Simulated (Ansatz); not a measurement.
# AlH9Si3: the cost of one run

Program: Ansatz 0.2.0. Level of theory: RKS B3LYP-D4/STO-3G. These are calculated values, not measurements.

### Step 1. Starting point

Bond lengths: Al1–Si2 2.294 Å, Si2–Si3 2.207 Å, Si2–Si4 2.171 Å, Al1–H5 1.651 Å, Al1–H6 1.633 Å, Si2–H7 1.487 Å, Si3–H8 1.495 Å, Si3–H9 1.489 Å, Si3–H10 1.492 Å, Si4–H11 1.492 Å, Si4–H12 1.521 Å, Si4–H13 1.397 Å. Angles (14 of 21 angles, heavy atoms first): Al1–Si2–Si3 108.5°, Al1–Si2–Si4 111.1°, Si3–Si2–Si4 108.6°, Al1–Si2–H7 109.9°, Si3–Si2–H7 109.2°, Si4–Si2–H7 109.5°, Si2–Al1–H5 121.0°, Si2–Al1–H6 122.6°, Si2–Si3–H8 110.3°, Si2–Si3–H9 112.2°, Si2–Si3–H10 110.9°, Si2–Si4–H11 111.2°, Si2–Si4–H12 109.1°, Si2–Si4–H13 114.7°.

As a file:

```xyz
13

Al   -0.7411    1.9553   -0.9279
Si    0.3907   -0.0008   -0.5352
Si    1.4025    0.1560    1.4197
Si   -0.9691   -1.6927   -0.4762
H    -1.6435    2.1548   -2.2955
H    -0.7414    3.1986    0.1310
H     1.4079   -0.2179   -1.5975
H     2.2041   -1.0772    1.6894
H     0.4421    0.3913    2.5335
H     2.3788    1.2848    1.4243
H    -1.7500   -1.8001   -1.7425
H    -2.0025   -1.4638    0.6168
H    -0.3579   -2.9230   -0.2249
```

### Step 2. End point A

File input.yaml:

```yaml
crystal:
  periodic: [false, false, false]
  atoms:
    - { symbol: Al, position_ang: [-0.7411, 1.9553, -0.9279] }
    - { symbol: Si, position_ang: [0.3907, -0.0008, -0.5352] }
    - { symbol: Si, position_ang: [1.4025, 0.156, 1.4197] }
    - { symbol: Si, position_ang: [-0.9691, -1.6927, -0.4762] }
    - { symbol: H, position_ang: [-1.6435, 2.1548, -2.2955] }
    - { symbol: H, position_ang: [-0.7414, 3.1986, 0.131] }
    - { symbol: H, position_ang: [1.4079, -0.2179, -1.5975] }
    - { symbol: H, position_ang: [2.2041, -1.0772, 1.6894] }
    - { symbol: H, position_ang: [0.4421, 0.3913, 2.5335] }
    - { symbol: H, position_ang: [2.3788, 1.2848, 1.4243] }
    - { symbol: H, position_ang: [-1.75, -1.8001, -1.7425] }
    - { symbol: H, position_ang: [-2.0025, -1.4638, 0.6168] }
    - { symbol: H, position_ang: [-0.3579, -2.923, -0.2249] }
basis:
  gaussian: { orbitals: STO-3G }
hamiltonian:
  xc: b3lyp
  dispersion: d4
relax:
  f_tol: 0.02
  max_steps: 50
```

The run is started by

```sh
$ ansatz run input.yaml --threads 1 --pin off --max-ram 2048MiB --backend cpu --events-out ev --progress --plain --runs-dir out
```

**Question.** How long does this run take on 1 thread of Arm Neoverse V2, shared host, and how much memory does it need?

About 43 s, with a peak of 0.12 GiB.
